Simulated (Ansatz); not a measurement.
**AlGaH (quartet): B2PLYP, RPA-PBE over vertical spin and charge gaps, 6-31G**

How well do these functionals follow the top wave-function level for AlGaH (quartet) over vertical spin and charge gaps?

Method: 6-31G, all electrons in the functionals, frozen cores in the correlation of double hybrids and RPA; program: Ansatz 0.2.0, Gaussian basis.

Plan: B2PLYP, RPA-PBE, at charge 0, quartet; charge 0, doublet; charge 0, sextet; charge 1, triplet; charge 1, quintet.

14 further runs of the same task are left out: 9 that didn't finish, 5 set aside as unsound or not needed.

## Step 1: What is computed

The geometry is a PBE0/def2-TZVP stationary point (not a proven minimum). No spin-orbit coupling is included. The filled d shell of Ga may be among the frozen orbitals whatever the setting's name suggests; the logs give the count.

3 atoms, charge 0, spin multiplicity 4.

Atoms are counted from 1 here; the program's logs count them from 0.

Bond lengths: Al1–Ga2 2.308 Å, Ga2–H3 1.559 Å. Angles: Al1–Ga2–H3 180.0°.

No dispersion term is added.

The geometry shown and the zero of energy belong to the point charge 0, quartet. The yardstick, FCI, and other wave-function levels (R restricted, U unrestricted, valence and pair active spaces) come from earlier runs.

## Step 2: B2PLYP, charge 0, quartet

in.yaml reads:

```yaml
crystal:
  periodic: [false, false, false]
  atoms:
    - {symbol: Al, position_ang: [0.000000, 0.000000, 2.058500]}
    - {symbol: Ga, position_ang: [0.000000, 0.000000, -0.249900]}
    - {symbol: H, position_ang: [0.000000, 0.000000, -1.808600]}
basis:
  gaussian: {orbitals: 6-31G}
magnetization: {spin_polarized: true, initial_magnetization: 3}
hamiltonian: {xc: {name: B2PLYP}}
correlation: {electrons: outside_noble_gas}
```

Run with:

```bash
$ ansatz run in.yaml --threads 1 --pin off --events-out ev --progress --plain --max-ram 2393MiB
```

After this run come: B2PLYP, charge 0, doublet; B2PLYP, charge 0, sextet; B2PLYP, charge 1, triplet; B2PLYP, charge 1, quintet; RPA-PBE, charge 0, quartet; RPA-PBE, charge 0, doublet; RPA-PBE, charge 0, sextet; RPA-PBE, charge 1, triplet; RPA-PBE, charge 1, quintet.

**Question.** What will the summary of the whole plan be? Wanted: quartet to doublet, FCI; quartet to sextet, FCI; ionisation to the triplet cation, FCI; ionisation to the quintet cation, FCI; largest miss, B2PLYP; largest miss, RPA-PBE.

As calculated:

| quantity | value |
| --- | --- |
| quartet to doublet, FCI | 0.3 kcal/mol |
| quartet to sextet, FCI | 136.7 kcal/mol |
| ionisation to the triplet cation, FCI | 153.3 kcal/mol |
| ionisation to the quintet cation, FCI | 244.5 kcal/mol |
| largest miss, B2PLYP | +9.5 kcal/mol (ionisation to the quintet cation) |
| largest miss, RPA-PBE | -5.2 kcal/mol (quartet to doublet) |

**Reading.** Of the functionals, RPA-PBE keep the smallest largest miss at the points compared (at most 5.2 kcal/mol) and B2PLYP strays most (9.5 kcal/mol, at ionisation to the quintet cation). Functionals and the yardstick converge differently with the basis, so part of each miss in 6-31G is the basis.
